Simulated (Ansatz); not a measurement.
# HTi: the cost of one run

Program: Ansatz 0.2.0, Gaussian basis. Level of theory: def2-QZVPP, core rule «outside noble gas», up to 9 orbitals frozen. These are calculated values, not measurements.

The runs, in order: UHF; ROHF; CCSD(T) on UHF.

## Step 1: What is computed

The geometry is a PBE0/def2-TZVP stationary point (not a proven minimum) of the parent state, kept for this charge and spin.

2 atoms, charge 1, spin multiplicity 3.

Atoms are counted from 1 here; the program's logs count them from 0.

Bond lengths: Ti1–H2 1.754 Å.

Coordinates:

```xyz
2

Ti    0.00000    0.00000    0.00000
H     0.00000    0.00000    1.75397
```

## Step 2: UHF

The input, in.yaml:

```yaml
crystal:
  periodic: [false, false, false]
  atoms:
    - {symbol: Ti, position_ang: [0.000000, 0.000000, 0.000000]}
    - {symbol: H, position_ang: [0.000000, 0.000000, 1.753968]}
basis:
  gaussian: {orbitals: "def2-QZVPP.json"}
total_charge: 1
magnetization: {spin_polarized: true, initial_magnetization: 2}
hamiltonian: {xc: hf}
output: {orbitals: {seedname: orbitals}}
```

The run is started by

```console
> ansatz run in.yaml --threads 1 --pin off --events-out ev --progress --plain --max-ram 4096MiB --backend cpu
```

Q: Estimate wall time and peak memory on 1 thread of AMD EPYC 7R13, shared host.

About 13 s, with a peak of 0.26 GiB.
